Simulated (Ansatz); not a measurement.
# CoF+ (quartet): wave-function methods side by side, def2-TZVPP

An exercise on one series of results from a longer session: the logs are not shown, and one member is left open.

Program: Ansatz 0.2.0, Gaussian basis. Level of theory: def2-TZVPP, core rule «outside noble gas», up to 10 orbitals frozen. These are calculated values, not measurements.

The runs, in order: UHF; ROHF; CCSD(T) on UHF.

2 further runs of the same task are left out: 2 set aside as unsound or not needed.

### The system

The geometry is a PBE0/def2-TZVP stationary point (not a proven minimum) of the parent state, kept for this charge and spin.

2 atoms, charge 1, spin multiplicity 4.

Atoms are counted from 1 here; the program's logs count them from 0.

Bond lengths: Co1–F2 1.746 Å.

Set-up of the first run:

Input file in.yaml:

```yaml
crystal:
  periodic: [false, false, false]
  atoms:
    - {symbol: Co, position_ang: [0.000000, 0.000000, 0.000000]}
    - {symbol: F, position_ang: [0.000000, 0.000000, 1.746400]}
basis:
  gaussian: {orbitals: def2-TZVPP}
total_charge: 1
magnetization: {spin_polarized: true, initial_magnetization: 3}
hamiltonian: {xc: hf}
output: {orbitals: {seedname: orbitals}}
```

Launch:

```console
ansatz run in.yaml --threads 1 --pin off --events-out ev --progress --plain --max-ram 4096MiB --backend cpu
```

Among the steps run: UHF; ROHF; CCSD(T) on UHF.

One table of the session follows, with a row left open; its other results are not shown here.

| method | from UCCSD(T) (kJ/mol) |
| --- | --- |
| ROHF | ? |
| UHF | +1299.9 |
| UMP2 | +37.9 |
| UCCSD | +40.9 |
| UCCSD(T) | 0 |

Estimate the missing values for ROHF.

**Answer.** from UCCSD(T) (kJ/mol): +1322.2. In the column «from UCCSD(T) (kJ/mol)» it is the highest.
